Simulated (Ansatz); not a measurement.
I need energies of removing a hydrogen of C₂H₄B₂O, SMILES BOBC#C. Use Ansatz 0.2.0 through its Python package. Use (for the species named): CAM-B3LYP, def2-SVPD basis, multiplicity 1.

The script reads `c2h4b2o.xyz`:
```text
9

B    -1.91240   -0.02510    0.02350
O    -0.93230   -0.32800   -1.02040
B     0.24790    0.47660   -0.70010
C     1.41810   -0.14360    0.07910
C     2.33520   -0.63040    0.69090
H    -2.70080    0.84130   -0.13650
H    -1.96340   -0.69000    0.99980
H     0.36720    1.55710   -1.16460
H     3.14050   -1.05790    1.22820
```

`bde_c2h4b2o.py`
```python
"""X-H bond energies and deprotonation of C2H4B2O without relaxation."""

import ansatz as az


def single_point(molecule, charge=0, unpaired=0):
    calc = molecule.calculation().basis(gaussian="def2-SVPD").functional("CAM-B3LYP")
    if charge:
        calc = calc.charge(charge)
    if unpaired:
        calc = calc.spin("collinear", total=unpaired)
    report = calc.run(threads=1, backend="cpu").report
    if report["published_state_doubts"]:
        print("  doubts:", report["published_state_doubts"])
    return report["free_energy_ev"]

def without(molecule, index):
    rest = az.Crystal.molecule()
    for i, site in enumerate(molecule.cartesian_sites):
        if i != index:
            rest = rest.atom(site.symbol, site.position_ang)
    return rest


def main() -> None:
    geometry = az.Crystal.molecule_from_extxyz("c2h4b2o.xyz")

    whole = single_point(geometry, 0)
    hydrogen = single_point(az.Crystal.molecule().atom("H", (0, 0, 0)), 0, 1)
    print(f"E(molecule) = {whole:.5f} eV, E(H) = {hydrogen:.5f} eV")
    for index in [6, 7, 8]:
        radical = single_point(without(geometry, index), 0, 1)
        print(f"H{index}: homolysis {96.485332 * (radical + hydrogen - whole):.1f} kJ/mol")
        anion = single_point(without(geometry, index), -1)
        print(f"H{index}: loss of a proton {96.485332 * (anion - whole):.1f} kJ/mol")


if __name__ == "__main__":
    main()
```

`python bde_c2h4b2o.py` gives:
```text
E(molecule) = -5530.79709 eV, E(H) = -13.54842 eV
H6: homolysis 448.5 kJ/mol
H6: loss of a proton 1739.1 kJ/mol
H7: homolysis 446.9 kJ/mol
H7: loss of a proton 1700.0 kJ/mol
H8: homolysis 583.2 kJ/mol
H8: loss of a proton 1547.9 kJ/mol
```

What to keep in mind:
- The settings weren't tested for convergence.
- The geometry is a force-field or estimated start, not a minimum of this method, and the basis set is short of its limit. All parts are taken at fixed geometry, without zero-point energy.
- The whole script took 58 s on 1 thread of Arm Neoverse V1, with other jobs on the host, peak memory 0.5 GiB.

(Lines on the test bed's own set-up are left out of the output.)
